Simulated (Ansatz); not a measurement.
**BFGeH4Si: atomisation energy**

How much energy holds BFGeH4Si together? Aim: an atomisation energy, for BFGeH4Si, run from a script.

All numbers are computed with Ansatz 0.2.0 through its Python package. Level of theory: r2SCAN/def2-SVPD.

## 1. Starting point

Bond lengths: F1–Si2 1.675 Å, Si2–B3 2.005 Å, Si2–Ge4 2.201 Å, B3–Ge4 2.192 Å, Si2–H5 1.453 Å, B3–H6 1.181 Å, Ge4–H7 1.516 Å, Ge4–H8 1.544 Å. Angles (14 of 15 angles, heavy atoms first): F1–Si2–B3 112.4°, F1–Si2–Ge4 113.1°, B3–Si2–Ge4 62.6°, Si2–B3–Ge4 63.1°, Si2–Ge4–B3 54.3°, F1–Si2–H5 120.8°, B3–Si2–H5 115.7°, Ge4–Si2–H5 118.4°, Si2–B3–H6 150.9°, Ge4–B3–H6 145.9°, Si2–Ge4–H7 117.8°, Si2–Ge4–H8 116.1°, B3–Ge4–H7 111.2°, B3–Ge4–H8 108.2°.

The script holds or builds the structure itself.

## 2. Script

The input, tae.py:

```python
'''Atomisation energy of BFGeH4Si at the given geometry.'''

from collections import Counter
import logging
import sys

import ansatz as az

logging.basicConfig(stream=sys.stdout, format='%(levelname)s:%(name)s:%(message)s')
log = logging.getLogger('run')
log.setLevel(logging.INFO)


def single_point(molecule, charge=0, unpaired=0):
    calc = (
        molecule.calculation()
        .basis(gaussian='def2-SVPD')  # atom-centred Gaussian functions
        .functional('r2SCAN')
    )
    if charge:
        calc = calc.charge(charge)
    if unpaired:
        calc = calc.spin('collinear', total=unpaired)
    report = calc.run(threads=1).report
    if report['published_state_doubts']:
        print('  doubts:', report['published_state_doubts'])
    return report['free_energy_ev']

geometry = (
    az.Crystal.molecule()
    .atom('F', [-1.9207, -1.4375, -0.0491])
    .atom('Si', [-0.8781, -0.3318, 0.6547])
    .atom('B', [-0.3231, 1.1145, -0.6188])
    .atom('Ge', [1.1642, -0.4295, -0.1604])
    .atom('H', [-1.052, 0.0788, 2.0371])
    .atom('H', [-0.5396, 2.1255, -1.1887])
    .atom('H', [2.2899, 0.129, 0.687])
    .atom('H', [1.3515, -1.3061, -1.4177])
)

# unpaired electrons of the ground-state atoms
unpaired = {'F': 1, 'Si': 2, 'B': 1, 'Ge': 2, 'H': 1}
counts = Counter(site.symbol for site in geometry.cartesian_sites)
atom_energy = {s: single_point(az.Crystal.molecule().atom(s, (0, 0, 0)), 0, unpaired[s]) for s in counts}
whole = single_point(geometry, 0, 0)
for s, e in atom_energy.items():
    log.info(f'{s:2s} x{counts[s]}  {e:14.5f} eV')
log.info(f'BFGeH4Si: {whole:.5f} eV')
split = sum(counts[s] * e for s, e in atom_energy.items()) - whole
log.info(f'atomisation energy (no zero-point term): {split:.3f} eV, {split / sum(counts.values()):.3f} eV an atom')
```

## 3. The calls as engine input

The engine receives this input (first run):

```yaml
crystal:
  periodic: [false, false, false]
  atoms:
    - { symbol: F, position_ang: [0.0, 0.0, 0.0] }
basis:
  gaussian:
    orbitals: def2-SVPD
hamiltonian:
  xc: r2scan
magnetization:
  spin_polarized: true
  initial_magnetization: 1.0
```

## 4. Running it

Started as:

```
$ python tae.py
```

The log of the run:

```text
INFO:run:F  x1     -2710.49451 eV
INFO:run:Si x1     -7870.77624 eV
INFO:run:B  x1      -669.60932 eV
INFO:run:Ge x1    -56508.48411 eV
INFO:run:H  x4       -13.58417 eV
INFO:run:BFGeH4Si: -67838.06382 eV
INFO:run:atomisation energy (no zero-point term): 24.363 eV, 3.045 eV an atom
```

Run time: 14 s. Hardware: 1 thread of Arm Neoverse V2, shared host; peak memory 0.25 GiB.

## 5. What changed from run to run

The engine's inputs for some of the other runs:

Run 3, against run 1:

```diff
@@ -4 +4 @@
-    - { symbol: F, position_ang: [0.0, 0.0, 0.0] }
+    - { symbol: B, position_ang: [0.0, 0.0, 0.0] }
```

Run 4, against run 1:

```diff
@@ -4 +4 @@
-    - { symbol: F, position_ang: [0.0, 0.0, 0.0] }
+    - { symbol: Ge, position_ang: [0.0, 0.0, 0.0] }
@@ -12 +12 @@
-  initial_magnetization: 1.0
+  initial_magnetization: 2.0
```

Run 5, against run 1:

```diff
@@ -4 +4 @@
-    - { symbol: F, position_ang: [0.0, 0.0, 0.0] }
+    - { symbol: H, position_ang: [0.0, 0.0, 0.0] }
```

Lines on the test bed's own set-up are left out of the output.

## 6. Run by run

The 6 runs, in the order started:

| run | system | unpaired or total moment | energy (eV) | <S²> | SCF cycles | CPU time (s) |
| --- | --- | --- | --- | --- | --- | --- |
| 1 | F | 1 | -2710.4945 | 0.75 | 12 | 0.43 |
| 2 | Si | 2 | -7870.7762 | 2.01 | 25 | 0.99 |
| 3 | B | 1 | -669.6093 | 0.76 | 51 | 0.89 |
| 4 | Ge | 2 | -56508.4841 | 2.01 | 40 | 2.8 |
| 5 | H | 1 | -13.5842 | 0.75 | 5 | 0.23 |
| 6 | BFGeH4Si | not set | -67838.0638 | 0.00 | 16 | 8.1 |

Totals carry meaning only in balanced differences at one level of theory.

## 7. Outcome

| quantity | value |
| --- | --- |
| atomisation energy, no zero point | 24.363 eV |
| runs compared | 6 |

What this shows: Zero-point motion and spin-orbit terms of the atoms are left out, and both would lower it. 24.363 eV from the electronic energies, without the zero-point term. The geometry is a force-field or estimated start, not a minimum of this method, and the basis set is short of its limit. All parts are taken at fixed geometry, without zero-point energy.
